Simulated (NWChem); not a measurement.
# One shape, several levels: Br2 (bromine)

Aim: a comparison of 6 runs (HF/STO-3G, HF/def2-SVP, SVWN5/cc-pVDZ, B3LYP/6-31G*, M06-2X/cc-pVTZ, MP2/pcseg-2) of Br2 (bromine). 

The results are computed with NWChem 7.3.0.

### Step 1. The molecule

Br2: 2 atoms, total charge 0, spin state singlet. SMILES: `BrBr`. The coordinates come from a PBE0-D4/def2-TZVP relaxation.

Bond lengths: Br1–Br2 2.281 Å.

### Step 2. Energy and gradient at HF/STO-3G (run 1)

Contents of br2.nw:

```
start br2
title "Br2"
memory 2200 mb

geometry noautosym nocenter noautoz
   Br    0.972980   -0.325390    0.498520
   Br   -0.972980    0.325390   -0.498520
end

basis spherical bse
   * library STO-3G
end

scf
   thresh 1e-08
   maxiter 80
end

task scf gradient
```

The run is started by

```
$ nwchem br2.nw > br2.out
```

Log:

```text
[...]
  functions       =    36
[...]
  wavefunction    = RHF
[...]
         Total SCF energy =  -5089.327856468247
      One-electron energy =  -7689.541547792176
      Two-electron energy =   2316.059913896439
 Nuclear repulsion energy =    284.153777427490
        Time for solution =      0.5s
[...]
                         RHF ENERGY GRADIENTS
    atom               coordinates                        gradient
                 x          y          z           x          y          z
   1 Br      1.838666  -0.614898   0.942066   -0.002024   0.000677  -0.001037
   2 Br     -1.838666   0.614898  -0.942066    0.002024  -0.000677   0.001037
[...]
```

Wall time 1.3 s (1 thread of Intel Xeon 6975P-C (Granite Rapids), shared host); peak memory 0.1 GiB.

### Step 3. Energy and gradient at HF/def2-SVP (run 2)

Contents of test.nw:

```
start test
title "Br2"
memory total 2200 mb
geometry noautosym nocenter noautoz
  Br    0.972980   -0.325390    0.498520
  Br   -0.972980    0.325390   -0.498520
end
basis spherical bse
  Br library def2-SVP
end
scf
  thresh 1e-08
  maxiter 80
end
task scf gradient
```

The run is started by

```
$ nwchem test.nw > test.out
```

Log:

```text
[...]
  functions       =    64
[...]
  wavefunction    = RHF
[...]
         Total SCF energy =  -5144.184892800762
      One-electron energy =  -7730.337765479710
      Two-electron energy =   2301.999095251457
 Nuclear repulsion energy =    284.153777427490
        Time for solution =      5.5s
[...]
                         RHF ENERGY GRADIENTS
    atom               coordinates                        gradient
                 x          y          z           x          y          z
   1 Br      1.838666  -0.614898   0.942066   -0.004971   0.001662  -0.002547
   2 Br     -1.838666   0.614898  -0.942066    0.004971  -0.001662   0.002547
[...]
```

Wall time 7.2 s (1 thread of Intel Xeon 6975P-C (Granite Rapids), shared host); peak memory 0.1 GiB.

Runs 3 to 4 aren't shown in full; the table further down has their settings and results.

### Step 4. Energy and gradient at M06-2X/cc-pVTZ (run 5)

Contents of job.nw:

```
start job
title "Br2"
memory 2200 mb

geometry noautosym nocenter noautoz
   Br     0.972980    -0.325390     0.498520
   Br    -0.972980     0.325390    -0.498520
end

basis spherical bse
   * library cc-pVTZ
end

dft
   xc m06-2x
   grid xfine
   convergence energy 1e-08
   iterations 100
   mulliken
end

task dft gradient
```

The run is started by

```
$ nwchem job.nw > job.out
```

Log:

```text
[...]
          Wavefunction type:  closed shell.
          No. of atoms     :     2
          No. of electrons :    70
[...]
          Charge           :     0
          Spin multiplicity:     1
[...]
          AO basis - number of functions:    86
[...]
              XC Information
              --------------
                       M06-2X Method XC Functional
                     Hartree-Fock (Exact) Exchange  0.540
                        M06-2X Exchange Functional  1.000
                      M06-2X Correlation Potential  1.000
[...]
 d= 0,ls=0.0,diis     1  -5148.4532799737 -5.43D+03  4.10D-03  5.80D-01    21.2
[...]
 d= 0,ls=0.0,diis     7  -5148.4702407743 -4.66D-09  3.44D-07  1.44D-09    95.8
         Total DFT energy =    -5148.470240774293
      One electron energy =    -7730.951381723147
           Coulomb energy =     2481.123251754709
    Exchange-Corr. energy =     -182.795888233344
 Nuclear repulsion energy =      284.153777427490
[...]
      Total Density - Mulliken Population Analysis
     ---------------------------------------------
    Atom       Charge   Shell Charges
 -----------   ------   -------------------------------------------------------
    1 Br  35    35.00   2.00  2.01  1.87  0.40  1.20  0.49  6.00  5.83  1.16  2.85  1.12  9.68  0.32  0.05  0.01
    2 Br  35    35.00   2.00  2.01  1.87  0.40  1.20  0.49  6.00  5.83  1.16  2.85  1.12  9.68  0.32  0.05  0.01
[...]
  wavefunction    = closed shell
                         DFT ENERGY GRADIENTS
    atom               coordinates                        gradient
                 x          y          z           x          y          z
   1 Br      1.838666  -0.614898   0.942066   -0.000328   0.000110  -0.000168
   2 Br     -1.838666   0.614898  -0.942066    0.000328  -0.000110   0.000168
[...]
```

Wall time 2.4 min (1 thread of Intel Xeon 6975P-C (Granite Rapids), shared host); peak memory 0.14 GiB.

### Step 5. Energy and gradient at MP2/pcseg-2 (run 6)

Contents of br2.nw:

```
start br2
memory stack 880 mb heap 220 mb global 1100 mb

geometry units au noautosym nocenter noautoz
 Br  1.83866572 -0.61489798  0.94206627
 Br -1.83866572  0.61489798 -0.94206627
end

basis spherical bse
 Br library pcseg-2
end

scf
 nopen 0
 rhf
 thresh 1e-08
 maxiter 80
 noprint "final vectors analysis"
end

mp2
 freeze core 18
 tight
end

task mp2 gradient
```

The run is started by

```
$ nwchem br2.nw > br2.out
```

Log:

```text
[...]
  functions       =    86
[...]
  wavefunction    = RHF
[...]
         Total SCF energy =  -5144.859424302573
      One-electron energy =  -7733.664608472695
      Two-electron energy =   2304.651426663347
 Nuclear repulsion energy =    284.153757506776
        Time for solution =     31.0s
[...]
          Total MP2 energy         -5145.300304365964
[...]
                         mp2 ENERGY GRADIENTS
    atom               coordinates                        gradient
                 x          y          z           x          y          z
   1 Br      1.838666  -0.614898   0.942066   -0.000428   0.000143  -0.000219
   2 Br     -1.838666   0.614898  -0.942066    0.000428  -0.000143   0.000219
[...]
```

It took 79 s on 1 thread of Intel Xeon 6975P-C (Granite Rapids), shared host; peak memory 0.3 GiB.

### Step 6. The series

| run | level | iteration cap | module | energy (Eh) | dipole moment (D) | HOMO energy (eV) | LUMO energy (eV) | wall time |
| --- | --- | --- | --- | --- | --- | --- | --- | --- |
| 1 | HF/STO-3G | 80 | scf | -5089.327856 | 0.00 | -8.44 | 4.50 | 1.3 s |
| 2 | HF/def2-SVP | 80 | scf | -5144.184893 | 0.00 | -11.01 | 0.29 | 7.2 s |
| 3 | SVWN5/cc-pVDZ | 100 | dft | -5141.148683 | 0.00 | -6.79 | -4.62 | 43 s |
| 4 | B3LYP/6-31G* (Cartesian functions) | 100 | dft | -5147.754162 | 0.00 | -7.81 | -3.83 | 11 s |
| 5 | M06-2X/cc-pVTZ | 100 | dft | -5148.470241 | 0.00 | -9.30 | -2.54 | 2.4 min |
| 6 | MP2/pcseg-2 | 80 | mp2 | -5145.300304 | 0.00 | – | – | 79 s |

### Step 7. What came out

| quantity | value |
| --- | --- |
| run 6: total energy | -5145.30030 Eh |
| run 6: dipole moment (of the density that the program reports) | 0.00 D |
| run 6: correlation energy (18 core orbitals frozen) | -440.9 mEh |
| run 6: largest force on an atom | 0.026 eV/Å |

Over runs 1, 2, 3, 4, 5 the HOMO–LUMO gap runs from 2.18 eV (SVWN5/cc-pVDZ) to 12.94 eV (HF/STO-3G). The two ends differ in method and basis. Totals of different functionals can't be ranked against each other. In run 1 the basis is minimal, so the values are rough. All runs together took 4.7 min, the longest 2.4 min.
